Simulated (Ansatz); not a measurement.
# SnCl2F2: a ladder of functionals and wavefunction methods

How much do the methods differ for SnCl2F2? The plan is to run it at one geometry with functionals of several rungs and with coupled cluster, and see how far each lands from CCSD(T) at the basis-set limit for the atomisation energy.

Program: Ansatz 0.2.0, Gaussian basis. Level of theory: functionals in def2-TZVPP, the program's frozen cores in correlated methods. These are calculated values, not measurements.

Levels to be run: LDA (SPW92), PBE-D4, revPBE-D4, BLYP-D4, r2SCAN-D4, B97M-V, PBE0-D4, B3LYP-D4, r2SCANh-D4, r2SCAN0-D4, HSE06-D4, BHLYP-D4, CAM-B3LYP-D4, LC-ωPBE, ωB97X-V, ωB97M-V, B2PLYP, PBE-QIDH; CCSD(T)/def2-SVP; CCSD(T)/def2-TZVPP; MP2/def2-QZVPP; extrapolation to the limit; RPA on PBE.

**1. Structure used throughout**

All runs share one geometry, relaxed beforehand with PBE0-D4 in a triple-zeta def2 set. Sn takes the def2 core potential; no spin-orbit term is included.

SMILES `[F][Sn]([F])([Cl])[Cl]`, 5 atoms, charge 0, spin multiplicity 1.

Atoms are counted from 1 here; the program's logs count them from 0.

Bond lengths: F1–Sn2 1.887 Å, Sn2–F3 1.887 Å, Sn2–Cl4 2.271 Å, Sn2–Cl5 2.271 Å. Angles: F1–Sn2–F3 105.5°, F1–Sn2–Cl4 109.2°, F1–Sn2–Cl5 109.2°, F3–Sn2–Cl4 109.2°, F3–Sn2–Cl5 109.2°, Cl4–Sn2–Cl5 114.0°.

**2. LDA**

This LDA is Slater exchange with PW92 correlation.

The input, in.yaml:

```yaml
crystal:
  periodic: [false, false, false]
  atoms:
    - {symbol: F, position_ang: [-0.136042, -0.318488, 1.871498]}
    - {symbol: Sn, position_ang: [0.031627, -0.036636, 0.013573]}
    - {symbol: F, position_ang: [1.508961, -1.080162, -0.523059]}
    - {symbol: Cl, position_ang: [-1.837694, -0.793043, -1.029997]}
    - {symbol: Cl, position_ang: [0.482950, 2.154730, -0.373414]}
basis:
  gaussian: {orbitals: def2-TZVPP}
hamiltonian: {xc: lda}
output: {orbitals: {seedname: orbitals}}
```

Further steps of the session: PBE-D4 (GGA); revPBE-D4 (GGA); BLYP-D4 (GGA); r2SCAN-D4 (meta-GGA); B97M-V (meta-GGA); PBE0-D4 (hybrid); B3LYP-D4 (hybrid); r2SCANh-D4 (hybrid); r2SCAN0-D4 (hybrid); HSE06-D4 (hybrid); BHLYP-D4 (hybrid); CAM-B3LYP-D4 (range-separated); LC-ωPBE-D4 (range-separated); ωB97X-V (range-separated); ωB97M-V (range-separated); B2PLYP (double hybrid); PBE-QIDH (double hybrid); CCSD(T) in def2-SVP; CCSD(T) in def2-TZVPP; MP2 in def2-QZVPP; RPA on PBE orbitals.

Q: Predict the results of all the runs planned. Wanted: atomisation energy, CCSD(T)/CBS; farthest beyond LDA; mean size of error, GGA; mean size of error, meta-GGA; mean size of error, hybrid; mean size of error, range-separated; mean size of error, double hybrid; gap, smallest and largest; T1 diagnostic.

**Answer**, as computed:

| quantity | value |
| --- | --- |
| atomisation energy, CCSD(T)/CBS | 1551.9 kJ/mol |
| functionals within 15.5 kJ/mol (1.0 %) | B97M-V, ωB97X-V |
| farthest beyond LDA | BHLYP-D4 (-148.4 kJ/mol) |
| mean size of error, GGA | 37.7 kJ/mol |
| mean size of error, meta-GGA | 15.9 kJ/mol |
| mean size of error, hybrid | 75.6 kJ/mol |
| mean size of error, range-separated | 33.4 kJ/mol |
| mean size of error, double hybrid | 63.0 kJ/mol |
| gap, smallest and largest | 4.32 eV (LDA (SPW92)), 12.13 eV (LC-ωPBE) |
| T1 diagnostic | 0.0133 |
| triples share of the correlation energy | 3.4 % |

The LDA atomisation energy is off by 262.4 kJ/mol (17 %): it overbinds. PBE-D4 is off by +16.5 kJ/mol. Double hybrids carry the basis error of their MP2 part in triple zeta, and no dispersion term here, so their miss is partly the set-up's. Taken by rung, meta-GGA functionals do best (15.9 kJ/mol on average) and hybrid ones worst beyond LDA (75.6 kJ/mol). The mean of the hybrids holds BHLYP, with half exact exchange. RPA and LDA stand outside this count. The reference freezes the cores and leaves out spin-orbit coupling and excitations past (T), and its outer-core shells are covered unevenly, so misses under about 15.5 kJ/mol can't be ranked. All levels share the lack of spin-orbit coupling, which lowers the free heavy atoms and so the true binding. Hartree-Fock recovers 65 % of the binding; the rest is correlation. CCSD(T) in def2-SVP is off by -198.1 kJ/mol, worse than the median functional, from the basis alone. Orbital gaps span 4.3 to 12.1 eV; exact exchange widens them. Correlated methods include outer-core shells of Sn, which these sets cover unevenly.
